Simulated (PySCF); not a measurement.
# Pb²⁺: dipole response in ANO-RCC-VTZP

How polarisable is Pb²⁺ at the levels listed below?

Method: unrestricted determinants in a Gaussian basis, no spin-orbit coupling in the energies. Code: PySCF 2.14.0.

**1. Starting point**

- Element: lead (Z = 82)
- Basis: ANO-RCC-VTZP
- Hamiltonian: the spin-free X2C one-electron Hamiltonian (Gaussian nucleus)
- State 1: Pb²⁺: [Xe] 4f14 5d10 6s2, closed-shell 1S
- Methods: PBE0

The outer shells:

Pb2+ [Xe] 4f14 5d10 6s2
```
[Xe] core
4f [↑↓][↑↓][↑↓][↑↓][↑↓][↑↓][↑↓]
5d [↑↓][↑↓][↑↓][↑↓][↑↓]
6s [↑↓]
```

The runs were made by one driver on top of PySCF. The scripts below sum up each run's settings (the driver also hands on starting orbitals that pick excited configurations, and frozen orbitals as a list rather than a count), and the logs come from the driver's own runs. The driver starts from symmetry-adapted Hartree-Fock orbitals, holds the occupation by maximum overlap and uses a logarithmic radial grid for functionals, so a plain start would take other cycles.

The integrals over 93 functions and the set-up took 30 s of CPU time.

**2. Pb²⁺, at PBE0**

#### PBE0

Input file input.py:

```python
from pyscf import gto, scf, dft, mp, cc
import basis_set_exchange as bse
mol = gto.M(atom="Pb 0 0 0", charge=2, spin=0, symmetry="D2h",
            basis=gto.basis.parse(bse.get_basis("ANO-RCC-VTZP", elements=["Pb"], fmt="nwchem")),
            nucmod="G")
mf = dft.UKS(mol, xc="PBE0").sfx2c1e()
mf.irrep_nelec = {'Ag': (12, 12), 'B1g': (3, 3), 'B2g': (3, 3), 'B3g': (3, 3), 'Au': (1, 1), 'B1u': (6, 6), 'B2u': (6, 6), 'B3u': (6, 6)}
mf.kernel()
```

The program printed:

```text
damping factor = 0
level_shift factor = 0
DIIS = <class 'pyscf.scf.diis.CDIIS'>
diis_start_cycle = 1
diis_space = 10
diis_damp = 0
SCF conv_tol = 1e-09
SCF conv_tol_grad = None
number electrons alpha = 40  beta = 40
XC functionals = PBE0
    C. Adamo and V. Barone.,  J. Chem. Phys. 110, 6158 (1999)
    M. Ernzerhof and G. E. Scuseria.,  J. Chem. Phys. 110, 5029 (1999)
cycle= 1 E= -20884.2028959595  delta_E= -0.0105  |g|= 0.094  |ddm|= 0.0889
cycle= 2 E= -20884.2031330794  delta_E= -0.000237  |g|= 0.0664  |ddm|= 0.0234
cycle= 3 E= -20884.203579793  delta_E= -0.000447  |g|= 0.00781  |ddm|= 0.0143
cycle= 4 E= -20884.2035904254  delta_E= -1.06e-05  |g|= 8.42e-05  |ddm|= 0.00242
cycle= 5 E= -20884.2035904293  delta_E= -3.9e-09  |g|= 2.88e-06  |ddm|= 8.31e-05
cycle= 6 E= -20884.2035904293  delta_E= 1.09e-11  |g|= 6.25e-08  |ddm|= 1.82e-06
converged SCF energy = -20884.2035904293  <S^2> = -7.1054274e-15  2S+1 = 1
```

It used 16 s of CPU time after the integrals (shared host).

The occupied shells:

```
shell  electrons  mean orbital energy (eV)  spread (eV)  rms radius (bohr)
   1s          2                  -87944.1            0             0.0181
   2s          2                  -15783.9            0             0.0730
   2p          6                  -13614.4            0             0.0673
   3s          2                   -3821.8            0              0.186
   3p          6                   -3193.5            0              0.189
   3d         10                   -2519.5            0              0.173
   4s          2                   -888.42            0              0.408
   4p          6                   -680.27            0              0.436
   4d         10                   -429.76            0              0.463
   5s          2                   -166.49            0              0.908
   4f         14                   -156.60            0              0.496
   5p          6                   -107.91            0               1.04
   5d         10                   -40.130            0               1.39
   6s          2                   -28.312            0               2.32
```

⟨S²⟩ = 0.000, ⟨L²⟩ = 0.00.

The driver then solved the coupled dipole response at imaginary frequencies: mean α = 13.67 bohr³, C₆ = 94.20 au for a like pair.

The p, d and f levels are scalar averages; spin-orbit coupling splits them strongly at this Z.

Radial density 4πr²ρ of Pb²⁺ at PBE0, without picture-change correction:

```
r (bohr)  density
0.000295     4.32
0.000497     8.77
0.000835     17.0
 0.00141     31.6
 0.00236     55.0
 0.00398     86.1
 0.00669      114
  0.0112      117
  0.0189      101
  0.0318      125
  0.0535      154
  0.0900      121
   0.151      142
   0.255     81.4
   0.428     85.0
   0.721     28.6
    1.21     15.8
    2.04     3.42
    3.43    0.290
    5.77  0.00175
```

**3. Polarisabilities and C₆**

Pb²⁺, in atomic units:

```
method  mean α  C₆ (like pair)  S(−4)
  PBE0   13.67           94.20  52.61
```

α(iu) at PBE0:

```
u (hartree)  α(iu) (bohr³)
          0          13.67
     0.0500          13.54
      0.100          13.17
      0.200          11.93
      0.300          10.46
      0.500          7.914
      0.750          5.865
       1.00          4.602
       1.50          3.133
       2.00          2.291
       3.00          1.374
       5.00         0.6461
```

**4. Results**

```
 quantity               value
α of Pb²⁺  13.67 (PBE0) bohr³
```

**Reading.** A single London oscillator with the computed α and C₆ of Pb²⁺ at PBE0 would have ω = 4 C₆ / (3 α²) = 0.672 hartree. All values hold for this basis alone; no basis-set limit was taken.
